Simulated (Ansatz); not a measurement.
Run this with the Ansatz DFT code, driven from Python and show what comes out.

Script `torsion.py`:
```python
"""Energy of CH4FSSn as one group turns about a bond."""

import ansatz as az
from ase import Atoms

BASIS = "def2-SVP"
XC = "PBE0"
VDW = "d3bj"
FORCE_TOL = 0.02


def main() -> None:
    atoms = Atoms(["C", "S", "Sn", "F", "H", "H", "H", "H"], positions=[
        (-0.8224, 0.7007, 0.4654),
        (-0.9201, 0.274, -1.3022),
        (0.9995, -1.1447, -1.1352),
        (2.637, -0.069, -0.5825),
        (-1.7084, 1.4315, 0.6487),
        (-0.9784, -0.1415, 1.0887),
        (0.1134, 1.2592, 0.6886),
        (0.7715, -2.3674, 0.0728),
    ])

    # relax first, so that the scan starts from a minimum
    first = (
        az.Crystal.molecule_from_ase(atoms).calculation()
        .basis(gaussian=BASIS)
        .functional(XC, dispersion=VDW)
        .spin("collinear", total=1)
        .relax(force_tolerance=FORCE_TOL, max_steps=80)
    )
    atoms.positions = first.run(threads=1, backend="cpu").report["positions_ang"]

    start = atoms.get_dihedral(2, 1, 0, 4)
    energies = {}
    for turn in range(0, 121, 20):
        turned = atoms.copy()
        turned.set_dihedral(2, 1, 0, 4, start + turn, indices=[0, 4, 5, 6])
        calc = (
            az.Crystal.molecule_from_ase(turned).calculation()
            .basis(gaussian=BASIS)
            .functional(XC, dispersion=VDW)
            .spin("collinear", total=1)
        )
        energies[round((start + turn) % 360)] = calc.run(threads=1, backend="cpu").report["free_energy_ev"]
    floor = min(energies.values())
    print("dihedral Sn2-S1-C0-H4 (deg)   E - E(min) (kcal/mol)")
    for angle, e in sorted(energies.items()):
        print(f"{angle:8d} {23.060548 * (e - floor):14.3f}  " + "#" * int(30 * (e - floor) / max(max(energies.values()) - floor, 1e-9)))


if __name__ == "__main__":
    main()
```

`python torsion.py` gives:
```text
dihedral Sn2-S1-C0-H4 (deg)   E - E(min) (kcal/mol)
      99          0.000
     119          0.388  #######
     139          1.182  ######################
     159          1.590  ##############################
     179          1.381  ##########################
     199          0.834  ###############
     219          0.472  ########
```

Caveats:
- These settings explore the input space; basis and method may be short of convergence.
- The scan is rigid and the energies are electronic, in a modest basis. With rigid groups the curve can differ much from the relaxed path, the start wasn't checked as a minimum of this torsion, and equivalent turns needn't return to the same energy.
- def2 sets replace the cores of elements past krypton by effective core potentials.
- The run takes the species as open-shell (spin multiplicity 2), which needn't be its ground state.
- Timing: 3.6 min on 1 thread of Arm Neoverse V2 (shared host), peak memory 0.36 GiB.
